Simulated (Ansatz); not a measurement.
# CuO+ (triplet): from Hartree-Fock to the top rungs, def2-TZVPP

The task here is to estimate one member of a computed series from the others.

Computed with Ansatz 0.2.0, Gaussian basis. Level: def2-TZVPP, core rule «outside noble gas», up to 10 orbitals frozen.

To be run: UHF; ROHF; CCSD(T) on UHF.

2 further runs of the same task are left out: 2 set aside as unsound or not needed.

**The geometry**

The geometry is a PBE0/def2-TZVP stationary point (not a proven minimum).

2 atoms, charge 1, spin multiplicity 3.

Atoms are counted from 1 here; the program's logs count them from 0.

Bond lengths: Cu1–O2 1.812 Å.

Set-up of the first run:

in.yaml reads:

```yaml
crystal:
  periodic: [false, false, false]
  atoms:
    - {symbol: Cu, position_ang: [0.000000, 0.000000, 0.000000]}
    - {symbol: O, position_ang: [0.000000, 0.000000, 1.811600]}
basis:
  gaussian: {orbitals: def2-TZVPP}
total_charge: 1
magnetization: {spin_polarized: true, initial_magnetization: 2}
hamiltonian: {xc: hf}
output: {orbitals: {seedname: orbitals}}
```

Launch:

```
$ ansatz run in.yaml --threads 1 --pin off --events-out ev --progress --plain --max-ram 4096MiB --backend cpu
```

Among the steps run: UHF; ROHF; CCSD(T) on UHF.

One table of the session follows, with a row left open; its other results are not shown here.

It belongs to the step «Misses and costs». 

| method | from UCCSD(T) (meV) |
| --- | --- |
| ROHF | +16482.5 |
| UHF | ? |
| UMP2 | -549.2 |
| UCCSD | +593.7 |
| UCCSD(T) | 0 |

Q: Estimate the row for UHF from the others.

The run gave: from UCCSD(T) (meV): +16271.6. In the column «from UCCSD(T) (meV)» it lies between UCCSD (+593.7) and ROHF (+16482.5).
